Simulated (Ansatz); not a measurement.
**Hf2Pd2Se2Br2O3 under changes of volume**

One of the cells (30.040 Å³/atom); the others are scaled copies at fixed shape and fractional positions:

```
Hf Pd Se Br O
1.0
     7.58666   -1.70971   -1.17576
     7.58666    1.70971   -1.17576
    -2.02446    0.00000   13.05155
Hf Pd Se Br O
2 2 2 2 3
Cartesian
  14.2165 0.0000 -1.4206
  8.6262 0.0000 2.2691
  1.6873 0.0000 6.2302
  3.3945 0.0000 8.9390
  12.2827 0.0000 8.8683
  10.7952 0.0000 5.8168
  8.8069 0.0000 -0.7891
  3.1532 0.0000 3.1608
  8.2058 0.0000 4.0943
  5.7021 0.0000 0.0464
  0.0207 0.0000 2.8206
```

The cell was built by a generator and needn't be a form met in nature.

| Item | Value |
| --- | --- |
| Program | Ansatz 0.2.0 |
| Functional | PBE |
| Potentials or basis | Ansatz PAW |
| Cutoff | 420 eV (not typed: the program's choice for these potentials) |
| k mesh | 8 × 8 × 2 |
| Occupations | fermi-dirac, width 0.05 eV |
| Spin | no spin polarisation |

```csv
volume (Å³/atom),energy over the lowest point (meV/atom),pressure (GPa),gap on the mesh (eV),largest force (eV/Å)
28.238,25.28,4.7,0.90,1.305
28.839,10.82,3.0,0.88,0.837
29.440,?,?,?,?
30.040,0.00,0.0,0.84,0.006
30.641,2.41,-1.3,0.82,0.379
31.242,9.30,-2.4,0.80,0.730
31.843,20.22,-3.4,0.78,1.057
```

Question: What does the run at 29.440 Å³/atom give?

Answer: Energy over the lowest point 2.62 meV/atom; pressure 1.4 GPa; gap on the mesh 0.86 eV; largest force 0.402 eV/Å.

Worked out: A Birch-Murnaghan fit of order 3 (a polynomial in V^(-2/3)) to the other rows has its minimum at 30.04 Å³/atom with B0 = V·E''(V) = 67 GPa and B' = 4.5 at fixed shape and positions, which overstates the stiffness. It gives 2.61 meV/atom at 29.440 Å³/atom, against the run's 2.62, and -dE/dV = 1.4 GPa, against 1.4. A straight line through the other rows of the gap, of slope -0.997 eV per unit of ln V, gives 0.86 eV, against the run's 0.86.

Energies are extrapolated to zero smearing.

Caveats: spin-orbit coupling is left out, which moves the levels of the heavy elements; forces of over 1 eV/Å show positions far from the minimum, so gaps and moduli don't describe the material at rest (some runs).

A mesh can miss the band edges.
